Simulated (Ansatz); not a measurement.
# TaO3: the cost of one run

Computed with Ansatz 0.2.0 (DFT PBEsol, scalar-relativistic, plane waves, PAW, unless a step's input says otherwise).

1 further run of the same task is left out (set aside as unsound or not needed).

## (1) The structure to begin with

It takes space group Pm-3m (No. 221, cubic). The conventional cell has a = 3.923 Å, b = 3.923 Å, c = 3.923 Å, α = 90.00°, β = 90.00°, γ = 90.00°. Ta (site symmetry m-3m) is surrounded by 6 O at 1.96 Å. O (site symmetry 4/mmm) is surrounded by 2 Ta at 1.96 Å.

As a file:

```
Ta O
1.0
     3.92325    0.00000    0.00000
     0.00000    3.92325    0.00000
     0.00000    0.00000    3.92325
Ta O
1 3
Direct
  0.50000 0.50000 0.50000
  0.00000 0.50000 0.50000
  0.50000 0.50000 0.00000
  0.50000 0.00000 0.50000
```

It goes back to an entry of the Materials Project, which need not be the stable form.

It is the result of an earlier relaxation at this level (volume 15.10 Å³/atom; gap on the mesh: none (metal), site moments up to 0.2 μB).

## (2) Bands, states and charges

Contents of input.yaml:

```yaml
crystal:
  lattice:
    - [3.9232452427, 0.0, 0.0]
    - [0.0, 3.9232452427, 0.0]
    - [0.0, 0.0, 3.9232452427]
  atoms:
    - { symbol: Ta, position: [0.5, 0.5, 0.5] }
    - { symbol: O, position: [0.0, 0.5, 0.5], spin: 0.2 }
    - { symbol: O, position: [0.5, 0.5, 0.0], spin: 0.2 }
    - { symbol: O, position: [0.5, 0.0, 0.5], spin: 0.2 }
basis:
  ecutwfc: 420
kpoints:
  mp_grid: { grid: [10, 10, 10] }
  band_path:
    path:
      - [[0.0, 0.0, 0.0], [0.0, 0.5, 0.0], [0.5, 0.5, 0.0], [0.0, 0.0, 0.0], [0.5, 0.5, 0.5], [0.0, 0.5, 0.0]]
      - [[0.5, 0.5, 0.5], [0.5, 0.5, 0.0]]
    npoints: 14
hamiltonian:
  xc: pbesol
scf:
  occupations: { method: gaussian, width: 0.1 }
  n_extra_bands: 10
output:
  forces: true
  stress: true
  eigenvalues: true
  populations: true
  dos: { projected: true, de: 0.02, nscf_kmesh: { grid: [15, 15, 15] } }
  bader: true
  write_density: true
  write_potential: true
  elf: true
  volumetric_format: npy
magnetization:
  spin_polarized: true
checkpoint:
  read: start.run
  write: ck
  compress: false
  write_wavefunctions: false
  write_every: 100000
```

The run is started by

```console
$ ansatz run input.yaml --threads 1 --pin off --max-ram 2560MiB --backend cpu --events-out ev --progress --plain --runs-dir out
```

What time and memory should one allow on 1 thread of Oxide Virtual Turin-like (Zen 5), shared host?

About 52 s, with a peak of 0.46 GiB.
